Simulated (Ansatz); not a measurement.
# SnH₃S+ (SMILES [SH][SnH2+]): functionals against CCSD(T) at one geometry

One table from this session's results is given with a row withheld; the runs are named, their logs left out.

Program: Ansatz 0.2.0, Gaussian basis. Level of theory: single points in def2-TZVPP. These are calculated values, not measurements.

Cores are frozen in the correlated methods. Filled d shells of the heavier atoms are correlated. Core potentials replace the inner electrons past krypton, and spin-orbit coupling is left out.

## The system as given

SMILES `[SH][SnH2+]`, 5 atoms, charge 1, spin multiplicity 1.

Atoms are counted from 1 here; the program's logs count them from 0.

Bond lengths: S1–Sn2 2.383 Å, S1–H3 1.253 Å, Sn2–H4 1.811 Å, Sn2–H5 1.761 Å. Angles: Sn2–S1–H3 98.3°, S1–Sn2–H4 124.3°, S1–Sn2–H5 127.9°, H4–Sn2–H5 107.8°.

Geometry (Å):

```xyz
5
H3SSn
S     0.89240   -1.36740    0.78730
Sn    0.01180    0.47610   -0.43930
H    -0.12580   -1.63570    1.46740
H    -0.86960    0.32760   -2.01450
H     0.05750    2.18210   -0.00680
```

Set-up of the first run:

Input file run/in.yaml:

```yaml
crystal:
  periodic: [false, false, false]
  atoms:
    - {symbol: S, position_ang: [0.892400, -1.367400, 0.787300]}
    - {symbol: Sn, position_ang: [0.011800, 0.476100, -0.439300]}
    - {symbol: H, position_ang: [-0.125800, -1.635700, 1.467400]}
    - {symbol: H, position_ang: [-0.869600, 0.327600, -2.014500]}
    - {symbol: H, position_ang: [0.057500, 2.182100, -0.006800]}
basis:
  gaussian: {orbitals: def2-TZVPP}
total_charge: 1
correlation: {method: ccsd_t}
output: {forces: true}
```

The command line of these runs was not kept.

Steps of the session up to this table: CCSD(T)/def2-TZVPP; PBE0-D4/def2-TZVPP; wB97M-V/def2-TZVPP; r2SCAN-D4/def2-TZVPP; PBE-D4/def2-TZVPP; r2SCANh-D4/def2-TZVPP; wB97X-V/def2-TZVPP.

One of the session's tables, all rows but one given; the rest of the session is left out.

```
    method  RMS force component (eV/Å)  angle to CCSD(T) forces (°)
   CCSD(T)                       1.318                    reference
   PBE0-D4                           ?                            ?
   wB97M-V                       1.326                          1.5
 r2SCAN-D4                       1.333                          3.8
    PBE-D4                       1.385                          8.6
r2SCANh-D4                       1.324                          2.8
   wB97X-V                       1.344                          3.0
```

Estimate the missing values for PBE0-D4.

As computed: RMS force component (eV/Å): 1.338; angle to CCSD(T) forces (°): 3.5. In the column «RMS force component (eV/Å)» it lies between r2SCAN-D4 (1.333) and wB97X-V (1.344).
